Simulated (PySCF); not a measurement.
# H8N4Tl (Tl(NH2)4-): the cost of one run

Program: PySCF 2.14.0. Level of theory: several levels, as the steps say, no spin–orbit coupling. These are calculated values, not measurements.

1 further run of the same task is left out (for a known fault of the program).

### Step 1. Where the work starts

13 atoms, charge -1, spin multiplicity 1.

Bond lengths: Tl1–N2 2.233 Å, Tl1–N5 2.233 Å, Tl1–N8 2.233 Å, Tl1–N11 2.233 Å, N2–H3 1.026 Å, N2–H4 1.026 Å, N5–H6 1.026 Å, N5–H7 1.026 Å, N8–H9 1.026 Å, N8–H10 1.026 Å, N11–H12 1.026 Å, N11–H13 1.026 Å. Angles: N2–Tl1–N5 106.8°, N2–Tl1–N8 115.0°, N2–Tl1–N11 106.8°, N5–Tl1–N8 106.8°, N5–Tl1–N11 115.0°, N8–Tl1–N11 106.8°, Tl1–N2–H3 104.1°, Tl1–N2–H4 104.1°, H3–N2–H4 102.9°, Tl1–N5–H6 104.1°, Tl1–N5–H7 104.1°, H6–N5–H7 102.9°, Tl1–N8–H9 104.1°, Tl1–N8–H10 104.1°, H9–N8–H10 102.9°, Tl1–N11–H12 104.1°, Tl1–N11–H13 104.1°, H12–N11–H13 102.9°.

As a file:

```
Tl    0.0000    0.0000    0.0000
N     1.2004    1.3316    1.3316
H     1.8306    0.6903    1.8249
H     1.8306    1.8249    0.6903
N    -1.2004   -1.3316    1.3316
H    -1.8306   -0.6903    1.8249
H    -1.8306   -1.8249    0.6903
N     1.2004   -1.3316   -1.3316
H     1.8306   -1.8249   -0.6903
H     1.8306   -0.6903   -1.8249
N    -1.2004    1.3316   -1.3316
H    -1.8306    1.8249   -0.6903
H    -1.8306    0.6903   -1.8249
```

Formal oxidation states: Tl +3. An earlier session relaxed this geometry at PBE0, Tl def2-SVP with ECP60, N def2-SVP, H def2-SVP (singlet, point group D2d).

At PBE0 on the finer grid: E = -395.865317 Eh, HOMO -1.25 eV, LUMO 4.18 eV, Mulliken charge on Tl1 +0.29 e, largest force component 0.005 eV/Å. 

Levels to run: B3LYP; HF; PBE0, TZVP. Hardware: 2 threads of Arm Neoverse V1, shared host.

### Step 2. B3LYP

Input file run.py (the lines that set the calculation):

```python
mol = gto.M(atom='''
Tl     0.00000     0.00000     0.00000
N      1.20036     1.33158     1.33158
H      1.83057     0.69034     1.82491
H      1.83057     1.82491     0.69034
N     -1.20036    -1.33158     1.33158
H     -1.83057    -0.69034     1.82491
H     -1.83057    -1.82491     0.69034
N      1.20036    -1.33158    -1.33158
H      1.83057    -1.82491    -0.69034
H      1.83057    -0.69034    -1.82491
N     -1.20036     1.33158    -1.33158
H     -1.83057     1.82491    -0.69034
H     -1.83057     0.69034    -1.82491''',
    basis={'Tl': 'def2-SVP', 'N': 'def2-SVP', 'H': 'def2-SVP'},
    ecp={'Tl': 'def2-SVP'},
    charge=-1, spin=0)
mf = dft.RKS(mol, xc='B3LYP')
mf.grids.atom_grid = (75, 302)
mf = mf.density_fit()  # fitting sets: Tl def2-universal-JKFIT, N def2-universal-JKFIT, H def2-universal-JKFIT
mf.conv_tol = 1e-08; mf.max_cycle = 55
mf.kernel(dm0)  # dm0: the density of the relaxed state
```

On the command line:

```bash
OMP_NUM_THREADS=2 python run.py
```

**Question.** How long does this run take on 2 threads of Arm Neoverse V1, shared host?

About 8.4 s.
